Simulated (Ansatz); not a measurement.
# MgCdSe2: the cost of one run

Program: Ansatz 0.2.0. Level of theory: plane waves, PAW. These are calculated values, not measurements.

2 further runs of the same task are left out: 2 that didn't finish.

## Step 1: The structure to begin with

It takes space group R-3m (No. 166, trigonal). Conventional cell: a = 3.951 Å, b = 3.951 Å, c = 19.353 Å, α = 90.00°, β = 90.00°, γ = 120.00°. Mg (site symmetry -3m) is surrounded by 6 Se at 2.76 Å. Cd (site symmetry -3m) is surrounded by 6 Se at 2.83 Å. Around Se (site symmetry 3m) lie 3 Mg at 2.76 Å and 3 Cd at 2.83 Å.

Structure file:

```
CELL_PARAMETERS angstrom
1.97565 1.14064 6.45111
-1.97565 1.14064 6.45111
0.00000 -2.28128 6.45111
ATOMIC_POSITIONS crystal
Mg 0.00000 0.00000 0.00000
Cd 0.50000 0.50000 0.50000
Se 0.25334 0.25334 0.25334
Se 0.74666 0.74666 0.74666
```

Cell and atoms come from an earlier r2SCAN relaxation.

## Step 2: PBE, anion s p, 6×6×6

Contents of input.yaml:

```yaml
crystal:
  lattice:
    - [1.9756470079, 1.1406403318, 6.4511070703]
    - [-1.9756470079, 1.1406403318, 6.4511070703]
    - [0.0, -2.2812806636, 6.4511070703]
  atoms:
    - { symbol: Mg, position: [1.0, 0.0, 0.0] }
    - { symbol: Cd, position: [0.5, 0.5, 0.5] }
    - { symbol: Se, position: [0.2533357354, 0.2533357354, 0.2533357354] }
    - { symbol: Se, position: [0.7466642646, 0.7466642646, 0.7466642646] }
kpoints:
  mp_grid: { grid: [6, 6, 6] }
  band_path:
    path:
      - [[0.0, 0.0, 0.0], [0.5, 0.5, 0.5], [0.8124914150728, 0.1875085849272, 0.5]]
      - [[0.5, -0.1875085849272, 0.1875085849272], [0.5, 1.51941826623e-16, -1.711176357396e-17], [0.0, 0.0, 0.0], [0.3437542924636, -0.3437542924636, -1.086847836936e-17]]
      - [[0.6562457075364, -6.25777288413e-17, 0.3437542924636], [0.5, -1.331811162905e-16, 0.5], [0.0, 0.0, 0.0]]
    npoints: 10
hamiltonian:
  xc: pbe
scf:
  occupations: { method: fixed }
  n_extra_bands: 6
output:
  forces: false
  stress: false
  eigenvalues: true
  wannier:
    kmesh: [6, 6, 6]
    projections: [{ species: Se, l: s, shell: 4 }, { species: Se, l: p, shell: 4 }]
    minimise: true
    write_hr: true
    conv_tol: 1.0e-08
    max_iter: 3000
  write_density: true
  write_potential: true
  elf: true
  volumetric_format: npy
```

The run is started by

```bash
> ansatz run input.yaml --threads 4 --pin off --max-ram 3686MiB --backend cpu --events-out ev --progress --plain --runs-dir out
```

What time and memory should one allow on 4 threads of Arm Neoverse N1, shared host?

About 9.8 s, with a peak of 0.56 GiB.
